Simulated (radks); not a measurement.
**Ionising tungsten step by step, W¹⁹⁺ to W³⁷⁺**

One table from this session's results is given with a row withheld; the runs are named, their logs left out.

The numbers are computed with radks (a radial shooting solver on a logarithmic mesh, Libxc functionals) version 1 (non-relativistic Kohn-Sham, TPSS, spin-polarised, spherical densities, point nucleus; open shells are filled with parallel spins first), except any that are marked as measured or tabulated.

**The atom as given**

| Quantity | Value |
| --- | --- |
| element | tungsten (Z = 74) |
| charges | 19 to 37 |
| first configuration | [Kr] 4d10 4f9 |
| last configuration | [Kr] 4d1 |

Outer shells as boxes (Hund's rule):

W¹⁹⁺
```
[Kr] core
4d [↑↓][↑↓][↑↓][↑↓][↑↓]
4f [↑↓][↑↓][↑ ][↑ ][↑ ][↑ ][↑ ]
```

W³⁷⁺
```
[Kr] core
4d [↑ ][  ][  ][  ][  ]
```

Set-up of the first run:

Input:

```text
Z 74
configuration [Kr] 4d10 4f9 5s0 5p0
relativity non-relativistic
functional tpss,tpss
spin polarised
nucleus point
```

Steps of the session up to this table: W¹⁹⁺, [Kr] 4d10 4f9; W²⁰⁺, [Kr] 4d10 4f8; W²¹⁺, [Kr] 4d10 4f7; W²²⁺, [Kr] 4d10 4f6; W²³⁺, [Kr] 4d10 4f5; W²⁴⁺, [Kr] 4d10 4f4; W²⁵⁺, [Kr] 4d10 4f3; W²⁶⁺, [Kr] 4d10 4f2; W²⁷⁺, [Kr] 4d10 4f1; W²⁸⁺, [Kr] 4d10; W²⁹⁺, [Kr] 4d9; W³⁰⁺, [Kr] 4d8; W³¹⁺, [Kr] 4d7; W³²⁺, [Kr] 4d6; W³³⁺, [Kr] 4d5; W³⁴⁺, [Kr] 4d4; W³⁵⁺, [Kr] 4d3; W³⁶⁺, [Kr] 4d2; W³⁷⁺, [Kr] 4d1.

One table of the session follows, with a row left open; its other results are not shown here.

| species | Δ-SCF (eV) | −ε(HOMO) (eV) |
| --- | --- | --- |
| W¹⁹⁺ | 507.72 | 487.14 |
| W²⁰⁺ | 549.62 | 528.49 |
| W²¹⁺ | 604.28 | 582.13 |
| W²²⁺ | 649.31 | 626.61 |
| W²³⁺ | 695.42 | 672.18 |
| W²⁴⁺ | ? | ? |
| W²⁵⁺ | 790.75 | 766.49 |
| W²⁶⁺ | 839.90 | 815.16 |
| W²⁷⁺ | 890.01 | 864.80 |
| W²⁸⁺ | 1137.0 | 1112.8 |
| W²⁹⁺ | 1185.8 | 1161.3 |
| W³⁰⁺ | 1234.9 | 1210.3 |
| W³¹⁺ | 1284.4 | 1259.6 |
| W³²⁺ | 1334.2 | 1309.3 |
| W³³⁺ | 1398.7 | 1372.9 |
| W³⁴⁺ | 1450.6 | 1424.6 |
| W³⁵⁺ | 1502.9 | 1476.7 |
| W³⁶⁺ | 1555.5 | 1529.2 |

**Question.** Estimate the row for W²⁴⁺.

As computed: Δ-SCF (eV): 742.57; −ε(HOMO) (eV): 718.82. In the column «Δ-SCF (eV)» it lies between W²³⁺ (695.42) and W²⁵⁺ (790.75).

Reference values: NIST Atomic Spectra Database (exp. measured, semi-emp. semi-empirical, theory a theoretical value adopted there). Per unit of the charge left behind, the cost jumps most at W²⁸⁺ ([Kr] 4d10): from 890.01 to 1137.0 eV. There the highest level belongs to another shell. The Δ-SCF values miss the measured or semi-empirical entries by +0.6 % in the signed mean; the largest miss is +1.6 % (W²¹⁺). Minus the highest eigenvalue gives 96 to 98 % of the Δ-SCF value along the ladder. Relativity is left out here, which matters for elements this heavy. Open shells are spherical and high-spin; term and fine-structure splittings are not resolved.
